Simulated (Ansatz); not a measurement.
# BrFZn: the cost of one run

Method: the settings change from run to run; program: Ansatz 0.2.0, Gaussian basis.

### 1 The molecule

The geometry comes from an earlier relaxation with PBE0-D4 in a triple-zeta def2 set; it is a stationary point.

SMILES `[F][Zn][Br]`, 3 atoms, charge 0, spin multiplicity 1.

Atoms are counted from 1 here; the program's logs count them from 0.

Bond lengths: F1–Zn2 1.742 Å, Zn2–Br3 2.210 Å. Angles: F1–Zn2–Br3 180.0°.

### 2 wB97/6-31G

Options: multiplicity 3, finite nuclei, a point charge of -1.00 e beside it, relativity set to scalar, the search for lower states set to full.

in.yaml reads:

```yaml
crystal:
  periodic: [false, false, false]
  atoms:
    - {symbol: F, position_ang: [-1.537561, 0.802315, -0.760513]}
    - {symbol: Zn, position_ang: [-0.129629, 0.046071, -0.066538]}
    - {symbol: Br, position_ang: [1.656289, -0.913186, 0.813752]}
basis:
  gaussian: {orbitals: 6-31G, nuclear_model: gaussian, point_charges: [{charge: -1.00, position_ang: [5.885, 0.734, -0.981]}]}
magnetization: {spin_polarized: true, initial_magnetization: 2}
hamiltonian: {xc: {name: wB97}, pseudopotentials: {relativity: scalar}}
scf: {lower_state_search: full}
```

Started as:

```console
$ ansatz run in.yaml --threads 4 --pin off --events-out ev --progress --plain --max-ram 10444MiB
```

**Question.** How long does this run take on 4 threads of Arm Neoverse V1, shared host, and how much memory does it need?

About 16 s, with a peak of 0.32 GiB.
